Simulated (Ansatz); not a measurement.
# CH₅NS₂Si: how energies converge with the basis set

Aim: see how fast density functionals converge with the basis set for CH₅NS₂Si.

Method: one geometry, several basis sets; program: Ansatz 0.2.0, Gaussian basis.

The runs, in order: PBE0-D4/def2-SVP; ωB97M-V/def2-SVP; PBE0-D4/def2-QZVPP; ωB97M-V/def2-QZVPP; the functionals' def2-TZVPP values are taken from earlier runs.

### 1 Structure used throughout

The geometry comes from an earlier relaxation with PBE0-D4 in a triple-zeta def2 set; it is a stationary point, not always the lowest conformer.

SMILES `C=N[SiH](S)S`, 10 atoms, charge 0, spin multiplicity 1.

Atoms are counted from 1 here; the program's logs count them from 0.

Bond lengths: C1–N2 1.258 Å, C1–H6 1.096 Å, C1–H7 1.100 Å, N2–Si3 1.734 Å, Si3–S4 2.127 Å, Si3–S5 2.127 Å, Si3–H8 1.487 Å, S4–H9 1.345 Å, S5–H10 1.345 Å. Angles: N2–C1–H6 120.1°, N2–C1–H7 124.3°, H6–C1–H7 115.5°, C1–N2–Si3 125.8°, N2–Si3–S4 106.5°, N2–Si3–S5 106.7°, N2–Si3–H8 116.5°, S4–Si3–S5 116.7°, S4–Si3–H8 105.5°, S5–Si3–H8 105.4°, Si3–S4–H9 93.1°, Si3–S5–H10 93.2°.

### 2 PBE0-D4 in def2-SVP

The input, in.yaml:

```yaml
crystal:
  periodic: [false, false, false]
  atoms:
    - {symbol: C, position_ang: [1.802691, -0.168350, 0.691803]}
    - {symbol: N, position_ang: [0.656989, 0.313160, 0.498099]}
    - {symbol: Si, position_ang: [-0.577499, -0.376796, -0.505667]}
    - {symbol: S, position_ang: [-2.211877, -0.835667, 0.775662]}
    - {symbol: S, position_ang: [-0.947762, 1.021238, -2.064972]}
    - {symbol: H, position_ang: [2.512334, 0.348091, 1.347714]}
    - {symbol: H, position_ang: [2.167838, -1.102592, 0.239931]}
    - {symbol: H, position_ang: [-0.239980, -1.651753, -1.192039]}
    - {symbol: H, position_ang: [-2.116193, 0.331954, 1.435696]}
    - {symbol: H, position_ang: [-0.963340, 2.069715, -1.223227]}
basis:
  gaussian: {orbitals: def2-SVP}
hamiltonian: {xc: pbe0, dispersion: d4}
output: {orbitals: {seedname: orbitals}}
```

Run with:

```
> ansatz run in.yaml --threads 4 --pin off --events-out ev --progress --plain --max-ram 10444MiB
```

The runs that follow: ωB97M-V in def2-SVP; PBE0-D4 in def2-QZVPP; ωB97M-V in def2-QZVPP.

Before running them: what should the planned runs give, taken together? Wanted: PBE0-D4: double and triple zeta above quadruple; ωB97M-V: double and triple zeta above quadruple.

As calculated:

| quantity | value |
| --- | --- |
| PBE0-D4: double and triple zeta above quadruple | 14.46, 1.08 eV |
| ωB97M-V: double and triple zeta above quadruple | 14.48, 1.02 eV |

In words: For PBE0-D4 the step from double to triple zeta gains 13.39 eV and the next only 1.08 eV. Total energies overstate the basis error of differences, where much of it tends to cancel.
